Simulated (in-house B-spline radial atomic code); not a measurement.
# F: density, ELF and screening along the radius

How do the shells of F show in real space, and how much do the settings move them?

Method: several methods, spin-polarised, as named in each step; spherical all-electron atom at the radial basis limit. Code: in-house B-spline radial atomic code version 1.

### 1 Starting point

* element: fluorine (Z = 9)
* charge: 0
* electrons: 9
* configuration: [He] 2s2 2p5
* nucleus: point (non-relativistic runs) or finite (X2C runs)

Outer shells as boxes (Hund's rule):

[He] 2s2 2p5
```
[He] core
2s [↑↓]
2p [↑↓][↑↓][↑ ]
```

Where spins are not typed, each open shell is filled with up spins first.

### 2 LDA (VWN5), non-rel.

The run's settings:

```ini
Z = 9
electrons = 9.0
configuration = [He] 2s2 2p5
hamiltonian = nr
method = lda,vwn
spin_polarised = True
```

Run with:

```sh
$ python run_scf.py task.json out
```

One command runs all members of the session, one after another, from task.json.

### 3 PBE, non-rel.

The run's settings:

```ini
Z = 9
electrons = 9.0
configuration = [He] 2s2 2p5
hamiltonian = nr
method = pbe,pbe
spin_polarised = True
```

### 4 Hartree-Fock, non-rel.

The run's settings:

```ini
Z = 9
electrons = 9.0
configuration = [He] 2s2 2p5
hamiltonian = nr
method = hf
spin_polarised = True
```

### 5 TPSS, non-rel.

The run's settings:

```ini
Z = 9
electrons = 9.0
configuration = [He] 2s2 2p5
hamiltonian = nr
method = tpss,tpss
spin_polarised = True
```

Before running: How large is the system in each run, where do the shell borders lie, and what is the highest level?

The runs gave:

| run | total energy (hartree) | highest level (eV) | radius holding 50 / 90 / 99 % (bohr) | radius at n = 0.001 (bohr) | ELF minima on the full grid (bohr) |
| --- | --- | --- | --- | --- | --- |
| LDA (VWN5), non-rel. | -99.1142 | -10.448 | 0.779 / 1.72 / 2.95 | 3.12 | 0.36 |
| PBE, non-rel. | -99.6657 | -10.235 | 0.779 / 1.72 / 2.97 | 3.12 | 0.36 |
| Hartree-Fock, non-rel. | -99.4108 | -18.333 | 0.780 / 1.68 / 2.81 | 3.04 | 0.36 |
| TPSS, non-rel. | -99.7603 | -10.242 | 0.778 / 1.71 / 2.94 | 3.11 | 0.36 |

**Reading.** In the first run ELF has 1 minimum on the grid, which marks the borders between shells. On the record's full grid the screened charge (r times the electrostatic potential) falls from 8.9 near the nucleus to 0.00 at 3.9 bohr; far out it tends to the net charge, 0. The radius that holds 99 % of the electrons runs from 2.81 bohr (Hartree-Fock, non-rel.) to 2.97 bohr (PBE, non-rel.). The grid is coarse (about 18 % a step), so the places of minima are rough.

Members of this set that are not shown: 6 used exact exchange with fractional occupations of an open shell, which is unsound here.
